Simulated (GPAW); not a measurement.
Set up this calculation in GPAW 26.7.0, as an ASE script.

```yaml
Task: single point
Functional: PBEsol
Potentials_or_basis: PAW data sets generated in the run's folder for this functional
Cutoff: 600 eV
Basis: pw
k_mesh: 9 × 9 × 9
Occupations: fermi-dirac, width 0.05 eV
Spin: no spin polarisation
Maxiter: 150
```

Crystal: Al3Au.

```xyz
4
Lattice="-2.0253 2.0253 4.0566 2.0253 -2.0253 4.0566 2.0253 2.0253 -4.0566" Properties=species:S:1:pos:R:3 pbc="T T T"
Au   -0.0198    0.0284    0.0005
Al   -0.0033    0.0023    4.1249
Al    2.0287   -0.0261    2.1018
Al   -0.0197    1.9909    2.0023
```

The cell comes from a database or a generator and needn't be the stable form of this composition.

The cell isn't the ideal one: atoms moved at random, drawn with an rms of 0.05 Å.

These files were run (other wordings do the same):

run.py

```python
from ase import Atoms
from ase.dft.bandgap import bandgap
from ase.io import write
from ase.units import GPa
from gpaw import GPAW, PW, setup_paths

setup_paths.insert(0, '.')

atoms = Atoms(['Au', 'Al', 'Al', 'Al'],
              cell=[[-2.025333, 2.025333, 4.0566],
                    [2.025333, -2.025333, 4.0566],
                    [2.025333, 2.025333, -4.0566]],
              scaled_positions=[[0.007078, -0.004826, 0.002141],
                                [0.508998, 0.507599, -0.000251],
                                [0.252612, 0.759888, 0.494387],
                                [0.738292, 0.241932, 0.48663]],
              pbc=True)

calc = GPAW(mode=PW(600),
            xc='PBEsol',
            kpts={'size': (9, 9, 9), 'gamma': True},
            occupations={'name': 'fermi-dirac', 'width': 0.05},
            nbands=22,
            convergence={'density': 1e-05, 'energy': 1e-05},
            maxiter=150,
            txt='gpaw.txt')
atoms.calc = calc
energy = atoms.get_potential_energy()
forces = atoms.get_forces()
stress = atoms.get_stress()
calc.write('gs.gpw')
write('result.traj', atoms)
print(f'Energy: {energy:.6f} eV')
print('Forces (eV/A):')
print(forces.round(4))
print('Stress (GPa):', (stress / GPa).round(3))
print('Fermi level:', round(calc.get_fermi_level(), 4), 'eV')
print(f'Gap: {bandgap(calc)[0]:.4f} eV, direct: {bandgap(calc, direct=True)[0]:.4f} eV')
```

Potentials or basis: PAW data sets generated in the run's folder for this functional, pw.

Launch:

```console
$ gpaw-setup -f PBEsol Al Au
$ OMP_NUM_THREADS=1 python run.py
```

It gave:

```yaml
Pressure: -2.0 GPa
Largest_force: 0.281 eV/Å
Band_gap_on_the_k_mesh: none (metal or under the smearing width)
```

Caveat: with this Au data set, volumes or pressures lay over 1.5 % or 2 GPa off other programs in two to four cells of ten.

Wall time 6.6 min on 1 thread of Arm Neoverse V2, on a shared host, peak memory 0.65 GiB.
